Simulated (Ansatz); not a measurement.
Y2Ge3:

```
Y Ge
1.0
     4.39243    0.00000    0.00000
    -2.19621    3.80395    0.00000
     0.00000    0.00000    7.10729
Y Ge
2 3
Direct
  0.00000 0.00000 0.27007
  0.00000 0.00000 0.72993
  0.66667 0.33333 0.00000
  0.66667 0.33333 0.50000
  0.33333 0.66667 0.00000
```

The cell comes from a database or a generator and needn't be the stable form of this composition.

Base run:

```yaml
Program: Ansatz 0.2.0
Functional: r2SCAN
Potentials_or_basis: Ansatz PAW
Cutoff: "500 eV (not typed: the program's choice for these potentials)"
k_mesh: 7 × 7 × 4
Occupations: fermi-dirac, width 0.05 eV
Spin: no spin polarisation
Hubbard_terms: Y d U = 2 eV
```

Its results: band gap on the k mesh none (metal or under the smearing width); pressure 2.1 GPa; largest force 0.078 eV/Å.

Task: After a change of settings the same cell gave: band gap on the k mesh none (metal or under the smearing width); pressure 0.7 GPa; largest force 0.107 eV/Å. Which change was it?
A. hubbard terms from Y d U = 2 eV to none; hubbard projectors from ortho-atomic (the default) to none
B. hubbard terms from Y d U = 2 eV to Y d U = 1 eV
C. hubbard terms from Y d U = 2 eV to Y d U = 3 eV

Result: B.

Caveats: U without spin polarisation on a metal has little footing; the PAW data sets come from PBE, with cores solved anew for the run's functional, which leaves a small shift of forces and pressure; the U is typed as a test and isn't derived for this compound; the density of states is complete only up to the lowest level of the last band computed.
